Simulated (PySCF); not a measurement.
# H3S3Yb (Yb(SH)3): the cost of one run

The runs use PySCF 2.14.0; PBE0, Yb lcecp-1-SVP with ECP59, S def2-SVP, H def2-SVP; scalar-relativistic core potentials, no spin–orbit coupling.

1 further run of the same task is left out (for a known fault of the program).

## 1. Where the work starts

7 atoms, charge 0, spin multiplicity 1.

Bond lengths: Yb1–S2 2.658 Å, Yb1–S4 2.658 Å, Yb1–S6 2.658 Å, S2–H3 1.341 Å, S4–H5 1.341 Å, S6–H7 1.341 Å. Angles: S2–Yb1–S4 120.0°, S2–Yb1–S6 120.0°, S4–Yb1–S6 120.0°, Yb1–S2–H3 104.2°, Yb1–S4–H5 104.2°, Yb1–S6–H7 104.2°.

Coordinates:

```xyz
7
charge 0, multiplicity 1
Yb    0.00000    0.00000    0.00000
S     2.65760    0.00000    0.00000
H     2.98760    0.00000    1.30000
S    -1.32880    2.30160    0.00000
H    -1.49380    2.58740    1.30000
S    -1.32880   -2.30160    0.00000
H    -1.49380   -2.58740    1.30000
```

Formal oxidation states: Yb +3. Each metal's 13 4f electrons lie in its core potential, so multiplicities, spins and levels count the valence alone.

## 2. SCF at the start, singlet

run.py (the lines that set the calculation)

```python
mol = gto.M(atom='''
Yb     0.00000     0.00000     0.00000
S      2.65760     0.00000     0.00000
H      2.98760     0.00000     1.30000
S     -1.32880     2.30160     0.00000
H     -1.49380     2.58740     1.30000
S     -1.32880    -2.30160     0.00000
H     -1.49380    -2.58740     1.30000''',
    basis={'Yb': 'lcecp-1-SVP', 'S': 'def2-SVP', 'H': 'def2-SVP'},
    ecp={'Yb': 'lcecp-1-SVP'},
    charge=0, spin=0)
mf = dft.RKS(mol, xc='PBE0')
mf.grids.atom_grid = (50, 194)  # f atoms: unpruned, at least (60, 302)
mf = mf.density_fit()  # fitting sets: Yb AutoAux, S def2-universal-JKFIT, H def2-universal-JKFIT
mf.conv_tol = 1e-08; mf.max_cycle = 55
mf.kernel(dm0)  # dm0: free metal ions and neutral atoms
```

Command:

```console
$ OMP_NUM_THREADS=2 python run.py
```

**Question.** How long does this run take on 2 threads of Intel Xeon Platinum 8375C at 2.90GHz (Ice Lake), shared host, and how much memory does it need?

About 3.3 s, with a peak of 0.56 GiB.
